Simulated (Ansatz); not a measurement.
**CH4BFO (SMILES OCBF): BHLYP/def2-SVPD**

Aim: the energy change on altering one bond length of CH4BFO at BHLYP/def2-SVPD, from 2 runs. 

Program for the calculation: Ansatz 0.2.0.

93 further runs of the same task are left out: 93 set aside as unsound or not needed.

## Step 1: The system as given

The species is CH4BFO (8 atoms), meant as a singlet with charge 0. As SMILES, `OCBF`. The coordinates come from a PBE0-D4/def2-TZVP relaxation. This is one conformer, not always the lowest.

Bond lengths: O1–C2 1.408 Å, C2–B3 1.560 Å, B3–F4 1.317 Å, O1–H5 0.959 Å, C2–H6 1.105 Å, C2–H7 1.105 Å, B3–H8 1.201 Å. Angles: O1–C2–B3 113.4°, C2–B3–F4 121.5°, O1–C2–H6 112.5°, O1–C2–H7 112.5°, B3–C2–H6 106.7°, B3–C2–H7 106.6°, C2–O1–H5 108.9°, C2–B3–H8 120.7°, F4–B3–H8 117.8°, H6–C2–H7 104.5°.

## Step 2: The energy at BHLYP/def2-SVPD

File input.yaml:

```yaml
crystal:
  periodic: [false, false, false]
  atoms:
    - {symbol: O, position_ang: [-1.240500, 0.762600, -0.169300]}
    - {symbol: C, position_ang: [0.117900, 0.425000, -0.013600]}
    - {symbol: B, position_ang: [0.368600, -1.112000, 0.076000]}
    - {symbol: F, position_ang: [-0.622900, -1.976700, 0.007200]}
    - {symbol: H, position_ang: [-1.319100, 1.717500, -0.217300]}
    - {symbol: H, position_ang: [0.563100, 0.872000, 0.893700]}
    - {symbol: H, position_ang: [0.744200, 0.799800, -0.843400]}
    - {symbol: H, position_ang: [1.481000, -1.545400, 0.210800]}
basis:
  gaussian: {orbitals: def2-SVPD}
hamiltonian: {xc: {name: BHLYP}}
accuracy: high
output: {orbitals: {seedname: orbitals}}
```

Launch:

```sh
$ ansatz run input.yaml --threads 1 --pin off --max-ram 3480MiB --events-out events.jsonl --progress --plain --runs-dir runs
```

The log of the run:

```text
Warning: RAYON_NUM_THREADS=1 ignored (pool sized by the plan → 1); use --threads N
Functional definition: BHLYP
  name "BHLYP"
  parameter a = 0.5
  exchange = (1 - a)*b88_x + a*exact_x
  correlation = lyp_c
2397 factors; integrals over basis functions are off by at most 3.6e-9 eV
mean field evaluation 1: about -6532.1588 eV, gradient 4.5e1 eV
mean field evaluation 2: about -6531.6377 eV, gradient 4.9e1 eV
mean field evaluation 4: about -6535.8132 eV, gradient 1.6e0 eV
mean field evaluation 8: about -6535.8204 eV, gradient 4.7e-2 eV
mean field evaluation 16: about -6535.8204 eV, gradient 2.7e-6 eV
mean field -6535.82043119 eV, -240.1869707082 hartree, gradient 9.2e-8 eV, S^2 0.000000; 0 other end points of the search recorded, 0 dependent functions left out
reference -6535.82045912 eV, -240.1869717344 hartree; 16, 16 occupied and 102, 102 virtual orbitals, 2397 factors
Total energy: -6535.82045912 eV, -240.1869717344 hartree
```

Wall time 8.1 s (1 thread of Arm Neoverse V2, shared host); peak memory 0.4 GiB.

## Step 3: The distorted shape, same level

File job.yaml:

```yaml
crystal:
  periodic: [false, false, false]
  atoms:
    - {symbol: O, position_ang: [-1.216922, 0.476160, -0.154902]}
    - {symbol: C, position_ang: [0.141478, 0.138560, 0.000798]}
    - {symbol: B, position_ang: [0.392178, -1.398440, 0.090398]}
    - {symbol: F, position_ang: [-0.599322, -2.263140, 0.021598]}
    - {symbol: H, position_ang: [-1.319100, 1.717500, -0.217300]}
    - {symbol: H, position_ang: [0.586678, 0.585560, 0.908098]}
    - {symbol: H, position_ang: [0.767778, 0.513360, -0.829002]}
    - {symbol: H, position_ang: [1.504578, -1.831840, 0.225198]}
basis:
  gaussian:
    orbitals: def2-SVPD
magnetization:
  spin_polarized: false
hamiltonian:
  xc: {name: BHLYP}
accuracy: high
output: {orbitals: {seedname: orbitals}}
```

Launch:

```sh
$ ansatz run job.yaml --threads 1 --pin off --max-ram 3480MiB --events-out events.jsonl --progress --plain --runs-dir runs
```

The log of the run:

```text
Warning: RAYON_NUM_THREADS=1 ignored (pool sized by the plan → 1); use --threads N
[... 5 set-up lines as earlier in the session ...]
2416 factors; integrals over basis functions are off by at most 3.6e-9 eV
mean field evaluation 1: about -6530.3446 eV, gradient 4.5e1 eV
mean field evaluation 2: about -6528.1944 eV, gradient 5.8e1 eV
mean field evaluation 4: about -6534.4797 eV, gradient 2.3e0 eV
mean field evaluation 8: about -6534.4912 eV, gradient 1.9e-1 eV
mean field evaluation 16: about -6534.4913 eV, gradient 8.5e-6 eV
mean field -6534.49128558 eV, -240.1381255077 hartree, gradient 4.6e-8 eV, S^2 0.000000; 0 other end points of the search recorded, 0 dependent functions left out
reference -6534.49131374 eV, -240.1381265428 hartree; 16, 16 occupied and 102, 102 virtual orbitals, 2416 factors
Total energy: -6534.49131374 eV, -240.1381265428 hartree
```

Wall time 8.1 s (1 thread of Arm Neoverse V2, shared host); peak memory 0.4 GiB.

## Step 4: What came out

Level: BHLYP/def2-SVPD.

```
                                                         quantity          value
                                        first shape: total energy  -240.18697 Eh
                                         first shape: HOMO energy       -9.95 eV
                                         first shape: LUMO energy        0.49 eV
                                       first shape: HOMO–LUMO gap       10.44 eV
                                    distorted shape: total energy  -240.13813 Eh
                                     distorted shape: HOMO energy       -9.75 eV
                                     distorted shape: LUMO energy       -0.10 eV
                                   distorted shape: HOMO–LUMO gap        9.65 eV
energy change with the O1–H5 bond stretched from 0.959 to 1.247 Å       1.329 eV
```

What this shows: With the O1–H5 bond stretched from 0.959 to 1.247 Å the energy rises by 1.33 eV (128 kJ/mol). The first shape isn't relaxed at this level, so the change isn't measured from a minimum.
